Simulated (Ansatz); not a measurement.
# F₂H₄N₂Zr: how energies converge with the basis set

Aim: see how fast density functionals converge with the basis set for F₂H₄N₂Zr.

Program: Ansatz 0.2.0, Gaussian basis. Level of theory: one geometry, several basis sets. These are calculated values, not measurements.

The runs, in order: PBE0-D4/def2-SVP; ωB97M-V/def2-SVP; PBE0-D4/def2-QZVPP; ωB97M-V/def2-QZVPP; the functionals' def2-TZVPP values are taken from earlier runs.

### 1 The relaxed structure

All runs share one geometry, relaxed beforehand with PBE0-D4 in a triple-zeta def2 set. Zr takes the def2 core potential; no spin-orbit term is included.

SMILES `[NH2][Zr]([NH2])([F])[F]`, 9 atoms, charge 0, spin multiplicity 1.

Atoms are counted from 1 here; the program's logs count them from 0.

Bond lengths: N1–Zr2 2.029 Å, N1–H6 1.010 Å, N1–H7 1.011 Å, Zr2–N3 2.024 Å, Zr2–F4 1.917 Å, Zr2–F5 1.917 Å, N3–H8 1.012 Å, N3–H9 1.012 Å. Angles: Zr2–N1–H6 126.1°, Zr2–N1–H7 125.1°, H6–N1–H7 108.8°, N1–Zr2–N3 106.2°, N1–Zr2–F4 108.7°, N1–Zr2–F5 108.8°, N3–Zr2–F4 111.0°, N3–Zr2–F5 110.9°, F4–Zr2–F5 111.2°, Zr2–N3–H8 125.6°, Zr2–N3–H9 125.6°, H8–N3–H9 108.5°.

As a file:

```xyz
9
F2H4N2Zr
N    -1.4072    0.8452   -0.4162
Zr    0.4576    0.0576   -0.5493
N     0.7764   -0.9316    1.1872
F     0.5139   -1.1431   -2.0428
F     1.7177    1.4866   -0.7627
H    -2.0369    0.7557    0.3683
H    -1.8580    1.3964   -1.1346
H     0.6031   -1.9158    1.3444
H     1.2334   -0.5512    2.0056
```

### 2 PBE0-D4 in def2-SVP

Contents of in.yaml:

```yaml
crystal:
  periodic: [false, false, false]
  atoms:
    - {symbol: N, position_ang: [-1.407246, 0.845239, -0.416161]}
    - {symbol: Zr, position_ang: [0.457602, 0.057629, -0.549299]}
    - {symbol: N, position_ang: [0.776434, -0.931564, 1.187157]}
    - {symbol: F, position_ang: [0.513871, -1.143110, -2.042778]}
    - {symbol: F, position_ang: [1.717686, 1.486626, -0.762669]}
    - {symbol: H, position_ang: [-2.036923, 0.755706, 0.368268]}
    - {symbol: H, position_ang: [-1.858011, 1.396417, -1.134593]}
    - {symbol: H, position_ang: [0.603132, -1.915787, 1.344447]}
    - {symbol: H, position_ang: [1.233446, -0.551166, 2.005637]}
basis:
  gaussian: {orbitals: def2-SVP}
hamiltonian: {xc: pbe0, dispersion: d4}
output: {orbitals: {seedname: orbitals}}
```

On the command line:

```
$ ansatz run in.yaml --threads 4 --pin off --events-out ev --progress --plain --max-ram 10444MiB
```

Further steps of the session: ωB97M-V in def2-SVP; PBE0-D4 in def2-QZVPP; ωB97M-V in def2-QZVPP.

Before running them: what should the planned runs give, taken together? Wanted: PBE0-D4: double and triple zeta above quadruple; ωB97M-V: double and triple zeta above quadruple.

As calculated:

| quantity | value |
| --- | --- |
| PBE0-D4: double and triple zeta above quadruple | 11.31, 0.57 eV |
| ωB97M-V: double and triple zeta above quadruple | 11.56, 0.54 eV |

**Reading.** For PBE0-D4 the step from double to triple zeta gains 10.74 eV and the next only 0.57 eV. Total energies overstate the basis error of differences, where much of it tends to cancel.
